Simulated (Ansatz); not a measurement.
The system is GaGe.

```xyz
2
Lattice="0.0000 2.8978 2.8978 2.8978 0.0000 2.8978 2.8978 2.8978 0.0000" Properties=species:S:1:pos:R:3 pbc="T T T"
Ge    0.0000    0.0000    0.0000
Ga    1.4489    1.4489    1.4489
```

The cell comes from a database or a generator and needn't be the stable form of this composition.

Base run:

```yaml
Program: Ansatz 0.2.0
Functional: BLYP
Potentials_or_basis: Ansatz PAW
Cutoff: "420 eV (not typed: the program's choice for these potentials)"
k_mesh: 8 × 8 × 8
Occupations: fermi-dirac, width 0.05 eV
Spin: no spin polarisation
```

Its results: band gap on the k mesh none (metal or under the smearing width); pressure 3.3 GPa.

The run is repeated on the same cell with these changes: functional from BLYP to r2SCAN; cutoff from 420 eV (not typed: the program's choice for these potentials) to 500 eV (not typed: the program's choice for these potentials). What comes out?

Band gap on the k mesh none (metal or under the smearing width); pressure -2.2 GPa.

Caveats: the PAW data sets come from PBE, with cores solved anew for the run's functional, which leaves a small shift of forces and pressure.
